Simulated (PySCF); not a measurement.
**BiB: bond curves at several levels of theory**

One table from this session's results is given with a row withheld; the runs are named, their logs left out.

Computed with PySCF 2.14.0. Level: Bi aug-cc-pVDZ-PP with ECP60, B aug-cc-pVDZ, scalar-relativistic core potentials.

Set-up of the first run:

A driver script around PySCF takes these settings:

```
atoms                         : Bi, B
charge                        : 0
basis                         : Bi aug-cc-pVDZ-PP with ECP60, B aug-cc-pVDZ
Hamiltonian                   : scalar-relativistic core potentials
basis functions               : 55
electrons treated             : 28
masses in u                   : 208.9804, 11.0093
levels                        : PBE0, PBE, r²SCAN, B3LYP, MN15, BHandHLYP, HF, MP2, SCS-MP2, CCSD, CCSD(T)
grid                          : 80 radial by 434 angular points
occupations                   : held fixed by the projection of orbital angular momentum
dissociation limit            : Bi + B, each in its ground configuration
starting distance in angstrom : 2.275
values of 2S to try           : 0, 2, 4
```

Launch:

```bash
OMP_NUM_THREADS=1 python dia.py task.json out
```

Steps of the session up to this table: Set-up; First curve: PBE0; Excited determinants; PBE (GGA); r²SCAN; B3LYP (global hybrid GGA); MN15 (hybrid meta-GGA); BHandHLYP (global hybrid GGA); UHF (mean field); MP2 and coupled cluster.

One table of the session follows, with a row left open; its other results are not shown here.

```
    level  Re (Å)  ωe (cm⁻¹)  De (eV)  μ (D)
      PBE   2.167        599     2.48  -1.37
   r²SCAN       ?          ?        ?      ?
    B3LYP   2.166        595     2.09  -1.19
     PBE0   2.145        623     2.10  -1.20
     MN15   2.148        602     2.09  -0.94
BHandHLYP   2.148        611     1.66  -0.94
```

Q: Estimate the row for r²SCAN from the others.

**Answer.** Re (Å): 2.153; ωe (cm⁻¹): 618; De (eV): 2.17; μ (D): -1.13. In the column «Re (Å)» it lies between BHandHLYP (2.148) and B3LYP (2.166).

De is counted to Bi + B in their ground configurations.
